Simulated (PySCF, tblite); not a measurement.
**B3FH5N3: geometry, infrared bands, NMR shifts and spin-spin couplings**

What infrared bands, NMR shifts and spin-spin couplings should B3FH5N3 (`FB1NBNBN1`) show?

The runs use tblite 0.8.0 and PySCF 2.14.0, with density-fitted response routines of our own; the level of theory stands in each step. All values are computed, except where a source is named. Atoms count from 0, in the outputs and in this text.

## (1) The molecule as given

12 atoms, charge 0, multiplicity 1; geometry from: force field or distance geometry start.

Bonds of the start (Å): F0–B1 1.43, B1–N2 1.55, N2–B3 1.52, B3–N4 1.52, N4–B5 1.54, B5–N6 1.52, N6–B1 1.53, N2–H7 1.05, B3–H8 1.19, N4–H9 1.04, B5–H10 1.18, N6–H11 1.05.

## (2) Relaxing the molecule with GFN2-xTB

Job settings and geometry (Å):

```
{"job": {"kind": "relax", "xc": "GFN2-xTB", "basis": "xTB"}, "charge": 0, "multiplicity": 1}
F     -2.769500     0.352700    -0.527000
B     -1.456300     0.247100     0.023300
N     -0.954300    -1.109500     0.572400
B      0.433400    -1.329100    -0.015600
N      1.482500    -0.229100     0.084700
B      0.817600     1.047600    -0.449400
N     -0.542600     1.476800     0.089700
H     -0.838600    -0.989400     1.605300
H      0.667600    -2.330000    -0.609600
H      2.264900    -0.475100    -0.561600
H      1.306700     1.643500    -1.344900
H     -0.410100     1.693800     1.106500
```

Started as:

```console
$ OMP_NUM_THREADS=1 python probes_run.py task.json out
```

The driver reads the jobs from task.json and runs them one after another.

The program printed:

```text
step      E/eV     max force
  0    -540.11917    3.695
  1    -540.63407    2.683
  2    -541.02226    2.960
  3    -541.12467    0.527
  4    -541.16117    0.451
  5    -541.20791    0.667
  6    -541.25726    0.884
  7    -541.36103    0.938
  8    -541.47628    1.694
  9    -541.61813    1.723
 10    -541.96135    1.912
 11    -542.18571    3.330
 12    -542.51834    1.737
 13    -542.66745    1.378
 14    -543.08740    1.555
 15    -543.31602    2.726
 16    -543.29282    2.751
 17    -543.60476    1.211
 18    -543.73422    0.740
 19    -543.80461    0.630
 20    -543.89870    0.920
 21    -543.96313    0.603
 22    -544.00219    0.558
 23    -544.03108    0.576
 24    -544.07180    0.650
 25    -544.10460    0.634
 26    -544.13234    0.620
 27    -544.14899    0.380
 28    -544.16672    0.504
 29    -544.19203    0.365
 30    -544.21149    0.548
 31    -544.22584    0.305
 32    -544.23953    0.373
 33    -544.24406    0.189
 34    -544.24663    0.217
 35    -544.25135    0.254
 36    -544.25500    0.214
 37    -544.25900    0.139
 38    -544.26164    0.114
 39    -544.26385    0.099
 40    -544.26568    0.125
 41    -544.26759    0.123
 42    -544.26953    0.117
 43    -544.27126    0.089
 44    -544.27218    0.081
 45    -544.27257    0.067
 46    -544.27285    0.047
 47    -544.27301    0.030
 48    -544.27311    0.032
 49    -544.27317    0.023
 50    -544.27321    0.015
 51    -544.27322    0.012
 52    -544.27324    0.009
```

Run time: 0.24 s. Hardware: 1 thread of Arm Neoverse V1, shared host.

Along the way: (not every step is listed)

| step | energy from step 0 (eV) | largest force (eV/Å) |
| --- | --- | --- |
| 0 | 0.0000 | 3.6945 |
| 1 | -0.5149 | 2.6827 |
| 2 | -0.9031 | 2.9600 |
| 3 | -1.0055 | 0.5269 |
| 4 | -1.0420 | 0.4511 |
| 5 | -1.0887 | 0.6672 |
| 6 | -1.1381 | 0.8841 |
| 7 | -1.2419 | 0.9376 |
| 8 | -1.3571 | 1.6939 |
| 11 | -2.0665 | 3.3301 |
| 14 | -2.9682 | 1.5545 |
| 17 | -3.4856 | 1.2106 |
| 20 | -3.7795 | 0.9198 |
| 23 | -3.9119 | 0.5763 |
| 26 | -4.0132 | 0.6201 |
| 29 | -4.0729 | 0.3653 |
| 32 | -4.1204 | 0.3735 |
| 35 | -4.1322 | 0.2542 |
| 38 | -4.1425 | 0.1141 |
| 41 | -4.1484 | 0.1233 |
| 44 | -4.1530 | 0.0810 |
| 47 | -4.1538 | 0.0300 |
| 48 | -4.1539 | 0.0318 |
| 49 | -4.1540 | 0.0231 |
| 50 | -4.1540 | 0.0149 |
| 51 | -4.1540 | 0.0117 |
| 52 | -4.1541 | 0.0089 |

Distances of close pairs at the start and the end, largest changes first:

| bond | before (Å) | after (Å) | change (Å) |
| --- | --- | --- | --- |
| B1–N2 | 1.547 | 1.413 | -0.134 |
| B1–N6 | 1.533 | 1.413 | -0.120 |
| N4–B5 | 1.535 | 1.418 | -0.118 |
| B5–N6 | 1.525 | 1.418 | -0.106 |
| B3–N4 | 1.523 | 1.418 | -0.106 |
| N2–B3 | 1.523 | 1.418 | -0.105 |
| F0–B1 | 1.428 | 1.346 | -0.082 |
| N6–H11 | 1.048 | 1.008 | -0.040 |

The next job starts from the end point, and lists it.

## (3) Infrared spectrum with GFN2-xTB

Job settings and geometry (Å):

```
{"job": {"kind": "ir", "xc": "GFN2-xTB", "basis": "xTB"}, "charge": 0, "multiplicity": 1}
F     -2.573200     0.559399     0.764069
B     -1.309803     0.284831     0.388928
N     -0.833317    -1.045555     0.407899
B      0.492344    -1.365062     0.017569
N      1.314037    -0.285740    -0.394084
B      0.886573     1.065331    -0.432412
N     -0.448634     1.324162    -0.029980
H     -1.460361    -1.775429     0.708063
H      0.881609    -2.470093     0.036992
H      2.260174    -0.491598    -0.676234
H      1.595848     1.931756    -0.777504
H     -0.804073     2.267311    -0.039334
```

The program printed:

```text
mode    cm-1     km/mol
  1     151.5      1.66
  2     265.3      0.00
  3     328.2     12.17
  4     342.8      0.33
  5     417.9      2.13
  6     511.4      3.89
  7     566.2     67.27
  8     667.4     17.46
  9     701.2      0.00
 10     723.4     14.46
 11     727.8     55.09
 12     796.8      0.00
 13     820.7    403.24
 14     824.5      2.11
 15     936.1      3.65
 16     983.3      0.00
 17    1053.9     22.73
 18    1064.8     12.84
 19    1153.8     84.79
 20    1191.9      1.39
 21    1233.8      2.49
 22    1309.0      6.90
 23    1323.6      1.59
 24    1413.5    955.24
 25    1420.4    629.15
 26    2614.8    293.40
 27    2620.1     94.55
 28    3465.1      0.58
 29    3477.8      0.07
 30    3478.4      0.03
```

Run time: 0.25 s. Hardware: 1 thread of Arm Neoverse V1, shared host.

Which atoms move in the most intense modes:

| cm⁻¹ | km/mol | atoms |
| --- | --- | --- |
| 566 | 67.3 | B1 65 % |
| 728 | 55.1 | H9 30 %, H7 24 %, H11 24 % |
| 821 | 403.2 | H9 21 %, H8 20 %, H10 20 % |
| 1154 | 84.8 | B1 38 %, F0 15 %, H7 14 %, H11 14 % |
| 1414 | 955.2 | N6 21 %, N2 21 %, B1 20 %, B5 13 % |
| 1420 | 629.1 | B1 30 %, N4 24 %, N2 10 %, N6 10 % |
| 2615 | 293.4 | H8 50 %, H10 42 % |
| 2620 | 94.5 | H10 50 %, H8 42 % |

## (4) Shielding tensors: PBE0/pcSseg-1

The job, as its differences from that of step 3:

```diff
@@ -1,2 +1,2 @@
-{"job": {"kind": "ir", "xc": "GFN2-xTB", "basis": "xTB"}, "charge": 0, "multiplicity": 1}
+{"job": {"kind": "nmr", "xc": "PBE0", "basis": "pcSseg-1"}, "charge": 0, "multiplicity": 1}
 F     -2.573200     0.559399     0.764069
```

With the program's defaults for keys left out, this is: GIAO PBE0/pcSseg-1 NMR shielding, non-relativistic, gas phase.

The program printed:

```text
coarse grid: 10632 points
cycle   1  E = -341.4412202506  dE =  1.045e+00  |g| = 6.548e-01  |ddm| = 3.042e+00
cycle   2  E = -341.4023833600  dE =  3.884e-02  |g| = 8.338e-01  |ddm| = 9.130e-01
cycle   3  E = -341.5251873297  dE = -1.228e-01  |g| = 4.217e-02  |ddm| = 5.102e-01
cycle   4  E = -341.5254505108  dE = -2.632e-04  |g| = 2.598e-02  |ddm| = 4.211e-02
cycle   5  E = -341.5255788710  dE = -1.284e-04  |g| = 7.682e-03  |ddm| = 1.786e-02
cycle   6  E = -341.5255908998  dE = -1.203e-05  |g| = 1.619e-03  |ddm| = 5.438e-03
cycle   7  E = -341.5255914829  dE = -5.830e-07  |g| = 2.063e-04  |ddm| = 1.218e-03
final grid: 105064 points
cycle   8  E = -341.5583907293  dE = -4.010e-05  |g| = 8.866e-03  |ddm| = 1.933e-02
cycle   9  E = -341.5583797509  dE =  1.098e-05  |g| = 1.162e-02  |ddm| = 1.237e-02
cycle  10  E = -341.5584068936  dE = -2.714e-05  |g| = 6.707e-04  |ddm| = 6.646e-03
cycle  11  E = -341.5584069630  dE = -6.944e-08  |g| = 2.853e-04  |ddm| = 5.412e-04
cycle  12  E = -341.5584069743  dE = -1.130e-08  |g| = 5.792e-05  |ddm| = 1.675e-04
cycle  13  E = -341.5584069750  dE = -6.635e-10  |g| = 1.557e-05  |ddm| = 5.214e-05
converged SCF energy = -341.5584069750

GIAO shielding tensors (ppm)
atom      isotropic    diamagn.    paramagn.     s11        s22        s33       span
  0 F      313.088     468.075    -154.986    213.220    323.379    402.666    189.446
  1 B       78.092     195.198    -117.106     57.386     85.750     91.141     33.755
  2 N      145.079     324.372    -179.293     44.316    165.383    225.538    181.222
  3 B       72.312     195.911    -123.599     44.816     57.396    114.723     69.907
  4 N      126.916     323.741    -196.825    -13.264    156.482    237.530    250.794
  5 B       72.314     195.910    -123.596     44.818     57.396    114.727     69.910
  6 N      145.079     324.372    -179.294     44.308    165.388    225.540    181.232
  7 H       26.621      30.614      -3.993     21.676     26.099     32.088     10.411
  8 H       26.992      29.779      -2.787     24.449     27.327     29.200      4.751
  9 H       26.022      30.647      -4.625     21.862     25.523     30.681      8.819
 10 H       26.993      29.780      -2.787     24.450     27.328     29.201      4.750
 11 H       26.621      30.614      -3.993     21.676     26.100     32.088     10.412
```

Run time: 14 s. Hardware: 1 thread of Arm Neoverse V1, shared host; peak memory 0.7 GiB.

Shifts follow as δ = σ(reference) − σ, with reference shieldings (ppm) from runs at the same level and on the same kind of geometry: ¹H TMS 31.72, ¹⁹F CFCl3 170.9, ¹⁵N NH3 267.7, ¹¹B BF3·OEt2 100.1. The references are single molecules in the gas phase, so shifts against H2O, NH3, PH3, H3PO4 or CFCl3 are not on the usual liquid scales and can be off by tens of ppm. Atoms listed in one row are averaged.

| atoms | environment | σ (ppm) | δ (ppm) |
| --- | --- | --- | --- |
| H9 | hydrogen on a nitrogen bonded to 2 B, in a 6-membered ring | 26.02 | 5.70 |
| H7, H11 | hydrogen on a nitrogen bonded to 2 B, in a 6-membered ring | 26.62 | 5.10 |
| H8, H10 | hydrogen on a boron bonded to 2 N, in a 6-membered ring | 26.99 | 4.72 |
| F0 | fluorine bonded to B | 313.1 | -142.1 |
| B3, B5 | boron bonded to 2 N, H, in a 6-membered ring | 72.3 | 27.8 |
| B1 | boron bonded to F, 2 N, in a 6-membered ring | 78.1 | 22.0 |
| N4 | nitrogen bonded to 2 B, H, in a 6-membered ring | 126.9 | 140.8 |
| N2, N6 | nitrogen bonded to 2 B, H, in a 6-membered ring | 145.1 | 122.7 |

The run also stored atomic charges by several schemes (e):

| atoms | Mulliken | IAO | Hirshfeld | ESP fit |
| --- | --- | --- | --- | --- |
| F0 | -0.32 | -0.35 | -0.17 | -0.36 |
| B1 | 0.60 | 0.56 | 0.26 | 0.85 |
| N2, N6 | -0.53 | -0.49 | -0.24 | -0.78 |
| B3, B5 | 0.33 | 0.19 | 0.16 | 0.52 |
| N4 | -0.53 | -0.46 | -0.22 | -0.71 |

Mayer bond orders: F0–B1 1.08, B1–N2 1.14, N2–B3 1.16, B3–N4 1.17, N4–B5 1.17, B5–N6 1.16, N6–B1 1.14.

Ring of atoms B1, N2, B3, N4, B5, N6: NICS(0) -3.5, NICS(1) -3.2, NICS(1)zz -5.1 ppm (means of both faces).

## (5) Spin-spin couplings: B3LYP/pcJ-1

The job, as its differences from that of step 4:

```diff
@@ -1,2 +1,2 @@
-{"job": {"kind": "nmr", "xc": "PBE0", "basis": "pcSseg-1"}, "charge": 0, "multiplicity": 1}
+{"job": {"kind": "j", "xc": "B3LYP", "basis": "pcJ-1"}, "charge": 0, "multiplicity": 1}
 F     -2.573200     0.559399     0.764069
```

With the program's defaults for keys left out, this is: B3LYP/pcJ-1 indirect spin-spin coupling, non-relativistic, gas phase.

The program printed:

```text
coarse grid: 10632 points
cycle   1  E = -341.8583950611  dE =  9.720e-01  |g| = 7.549e-01  |ddm| = 2.921e+00
cycle   2  E = -341.7697248065  dE =  8.867e-02  |g| = 1.053e+00  |ddm| = 1.098e+00
cycle   3  E = -341.9660769249  dE = -1.964e-01  |g| = 4.889e-02  |ddm| = 6.484e-01
cycle   4  E = -341.9663860810  dE = -3.092e-04  |g| = 3.429e-02  |ddm| = 5.098e-02
cycle   5  E = -341.9666125418  dE = -2.265e-04  |g| = 9.134e-03  |ddm| = 2.167e-02
cycle   6  E = -341.9666292076  dE = -1.667e-05  |g| = 2.347e-03  |ddm| = 6.729e-03
cycle   7  E = -341.9666304256  dE = -1.218e-06  |g| = 3.373e-04  |ddm| = 1.670e-03
final grid: 105064 points
cycle   8  E = -342.0079904355  dE = -1.251e-04  |g| = 8.622e-03  |ddm| = 1.698e-02
cycle   9  E = -342.0079761510  dE =  1.428e-05  |g| = 1.208e-02  |ddm| = 1.042e-02
cycle  10  E = -342.0080039323  dE = -2.778e-05  |g| = 6.060e-04  |ddm| = 6.326e-03
cycle  11  E = -342.0080039518  dE = -1.948e-08  |g| = 5.313e-04  |ddm| = 5.592e-04
cycle  12  E = -342.0080039924  dE = -4.056e-08  |g| = 5.068e-05  |ddm| = 2.809e-04
cycle  13  E = -342.0080039928  dE = -4.303e-10  |g| = 1.506e-05  |ddm| = 4.786e-05
converged SCF energy = -342.0080039928

Indirect spin-spin couplings (Hz)
  i      j    bonds     total        FC       PSO       DSO        SD
  0 F    1 B    1    -93.104   -56.877   -37.420     0.988     0.205
  0 F    2 N    2     -2.707    -9.873     7.820     0.035    -0.690
  0 F    3 B    3      6.822     5.168     1.700    -0.436     0.390
  0 F    4 N    4     -0.602     0.195    -0.213     0.108    -0.693
  0 F    5 B    3      6.836     5.180     1.701    -0.436     0.391
  0 F    6 N    2     -2.731    -9.897     7.821     0.035    -0.689
  0 F    7 H    3     -0.072     4.553    -3.653    -0.156    -0.816
  0 F    8 H    4      3.183     2.995     1.289    -1.156     0.055
  0 F    9 H    5      0.543     0.983     1.261    -1.545    -0.156
  0 F   10 H    4      3.181     2.992     1.290    -1.156     0.055
  0 F   11 H    3     -0.052     4.575    -3.654    -0.156    -0.816
  1 B    2 N    1    -33.796   -35.643     2.190    -0.159    -0.184
  1 B    3 B    2      0.105     0.239    -0.074     0.005    -0.065
  1 B    4 N    3     -2.738    -2.531    -0.043    -0.020    -0.144
  1 B    5 B    2      0.105     0.239    -0.074     0.005    -0.065
  1 B    6 N    1    -33.796   -35.643     2.190    -0.159    -0.184
  1 B    7 H    2     -3.040    -2.260    -0.246    -0.446    -0.088
  1 B    8 H    3      4.803     4.826     0.410    -0.425    -0.008
  1 B    9 H    4     -0.379    -0.316     0.530    -0.572    -0.021
  1 B   10 H    3      4.803     4.826     0.410    -0.425    -0.008
  1 B   11 H    2     -3.035    -2.256    -0.245    -0.447    -0.088
  2 N    3 B    1    -25.737   -27.979     2.550    -0.116    -0.192
  2 N    4 N    2      1.156     1.344    -0.184     0.004    -0.009
  2 N    5 B    3     -1.572    -1.414    -0.014    -0.000    -0.144
  2 N    6 N    2      2.651     2.772    -0.088     0.003    -0.036
  2 N    7 H    1    -82.486   -78.929    -2.824    -0.376    -0.357
  2 N    8 H    2     -4.389    -4.732     0.306     0.059    -0.021
  2 N    9 H    3     -4.507    -4.631    -0.107     0.225     0.006
  2 N   10 H    4      0.232     0.185    -0.098     0.131     0.012
  2 N   11 H    3     -2.585    -2.649    -0.171     0.230     0.005
  3 B    4 N    1    -26.130   -28.341     2.511    -0.110    -0.190
  3 B    5 B    2     -0.670    -0.627     0.077    -0.075    -0.045
  3 B    6 N    3     -1.571    -1.413    -0.014    -0.000    -0.144
  3 B    7 H    2     -0.659     0.392    -0.285    -0.687    -0.079
  3 B    8 H    1    143.486   143.256    -1.230     1.054     0.406
  3 B    9 H    2     -0.744     0.288    -0.290    -0.676    -0.066
  3 B   10 H    3      4.409     4.446     0.512    -0.543    -0.006
  4 N    5 B    1    -26.129   -28.340     2.511    -0.110    -0.190
  4 N    6 N    2      1.148     1.337    -0.184     0.004    -0.009
  4 N    7 H    3     -4.125    -4.254    -0.104     0.228     0.005
  4 N    8 H    2     -4.363    -4.698     0.280     0.074    -0.019
  4 N    9 H    1    -81.045   -77.526    -2.836    -0.331    -0.351
  4 N   10 H    2     -4.362    -4.697     0.280     0.074    -0.019
  4 N   11 H    3     -4.123    -4.251    -0.104     0.228     0.005
  5 B    6 N    1    -25.737   -27.979     2.550    -0.116    -0.192
  5 B    8 H    3      4.408     4.446     0.511    -0.543    -0.006
  5 B    9 H    2     -0.734     0.297    -0.289    -0.676    -0.066
  5 B   10 H    1    143.479   143.249    -1.230     1.054     0.406
  5 B   11 H    2     -0.666     0.385    -0.286    -0.687    -0.079
  6 N    7 H    3     -2.586    -2.650    -0.171     0.230     0.005
  6 N    8 H    4      0.232     0.186    -0.098     0.131     0.012
  6 N    9 H    3     -4.503    -4.627    -0.107     0.225     0.006
  6 N   10 H    2     -4.392    -4.735     0.306     0.059    -0.021
  6 N   11 H    1    -82.487   -78.930    -2.824    -0.376    -0.357
  7 H    8 H    3      5.495     5.743     0.144    -0.391         -
  7 H    9 H    4      1.940     2.102     2.178    -2.341         -
  7 H   11 H    4      2.689     2.859     2.292    -2.461         -
  8 H    9 H    3      5.380     5.629     0.155    -0.405         -
  8 H   10 H    4      0.586     0.662     1.315    -1.390         -
  9 H   10 H    3      5.378     5.627     0.156    -0.406         -
  9 H   11 H    4      1.938     2.101     2.179    -2.341         -
 10 H   11 H    3      5.496     5.744     0.144    -0.391         -
```

It took 56 s on 1 thread of Arm Neoverse V1, shared host; peak memory 0.94 GiB.

Couplings of 1 Hz or more, nine at most for each number of bonds, with means over like pairs (isotopes 11B, 19F, 1H, 15N):

| pair | bonds | J (Hz) | Fermi contact (Hz) | dihedral (°) |
| --- | --- | --- | --- | --- |
| B3–H8 | 1 | 143.5 | 143.3 | – |
| F0–B1 | 1 | -93.1 | -56.9 | – |
| N2–H7 | 1 | -82.5 | -78.9 | – |
| N4–H9 | 1 | -81.0 | -77.5 | – |
| B1–N2 | 1 | -33.8 | -35.6 | – |
| B3–N4 | 1 | -26.1 | -28.3 | – |
| N2–B3 | 1 | -25.7 | -28.0 | – |
| N2–H8 | 2 | -4.4 | -4.7 | – |
| N4–H8 | 2 | -4.4 | -4.7 | – |
| B1–H7 | 2 | -3.0 | -2.3 | – |
| F0–N2 | 2 | -2.7 | -9.9 | – |
| N2–N6 | 2 | 2.7 | 2.8 | – |
| N2–N4 | 2 | 1.2 | 1.3 | – |
| F0–B3 | 3 | 6.8 | 5.2 | 180 |
| H7–H8 | 3 | 5.5 | 5.7 | 0 |
| H8–H9 | 3 | 5.4 | 5.6 | 0 |
| B1–H8 | 3 | 4.8 | 4.8 | 180 |
| N2–H9 | 3 | -4.5 | -4.6 | -180 |
| B3–H10 | 3 | 4.4 | 4.4 | 180 |
| N4–H7 | 3 | -4.1 | -4.3 | 180 |
| B1–N4 | 3 | -2.7 | -2.5 | – |
| N2–H11 | 3 | -2.6 | -2.6 | 180 |
| F0–H8 | 4 | 3.2 | 3.0 | – |
| H7–H11 | 4 | 2.7 | 2.9 | – |
| H7–H9 | 4 | 1.9 | 2.1 | – |

The spin-dipole term was solved for some atoms only; pairs without it lack that part.

Quadrupole couplings from the field gradients of the same density:

| atom | isotope | eQq/h (MHz) | η |
| --- | --- | --- | --- |
| B5 | 11B | 3.411 | 0.21 |
| B3 | 11B | 3.411 | 0.21 |
| B1 | 11B | 2.489 | 0.84 |
| N2 | 14N | 1.986 | 0.54 |
| N6 | 14N | 1.986 | 0.54 |
| N4 | 14N | 1.840 | 0.38 |

Shifts (PBE0/pcSseg-1, unscaled) and these couplings together give the proton spectrum at 500 MHz below. Couplings to quadrupolar nuclei are left out.

¹H NMR δ 5.70 (br s, 1H), 5.10 (br s, 2H), 4.72 (br, 2H).

## (6) Summary of results

```
                                                                    quantity                    value
                                   strongest single infrared mode (GFN2-xTB)    1414 cm⁻¹, 955 km/mol
                                                zero-point energy (GFN2-xTB)            52.3 kcal/mol
      ¹H shifts against TMS (PBE0/pcSseg-1, means over atoms taken as alike)     5.70, 5.10, 4.72 ppm
                                    ¹⁹F shifts against CFCl3 (PBE0/pcSseg-1)               -142.1 ppm
¹¹B shifts against BF3·OEt2 (PBE0/pcSseg-1, means over atoms taken as alike)           27.8, 22.0 ppm
     ¹⁵N shifts against NH3 (PBE0/pcSseg-1, means over atoms taken as alike)         140.8, 122.7 ppm
                                 largest coupling of the table (B3LYP/pcJ-1)  ¹J(B,H) B3–H8, 143.5 Hz
```

The optimisation took 52 steps and gained 4.154 eV; among the close pairs (by a distance rule), B1–N2 changed most, from 1.547 to 1.413 Å. No mode is imaginary among the 30: a minimum at this level. The strongest single mode, at 1414 cm⁻¹, is carried by N6, N2, B1, B5. GFN2-xTB is a fitted tight-binding method: band positions and strengths are rough. Its intensities can rank the bands wrongly. At PBE0/pcSseg-1: The largest span, 251 ppm, is at N4, where the paramagnetic term is -197 ppm. In the run at B3LYP/pcJ-1, the largest coupling of the table is B3–H8 (mean over like pairs), 143.5 Hz, of which the Fermi-contact term gives 143.3 Hz. Couplings across rotatable bonds belong to this one conformer; where others are populated, the observed values are averages.
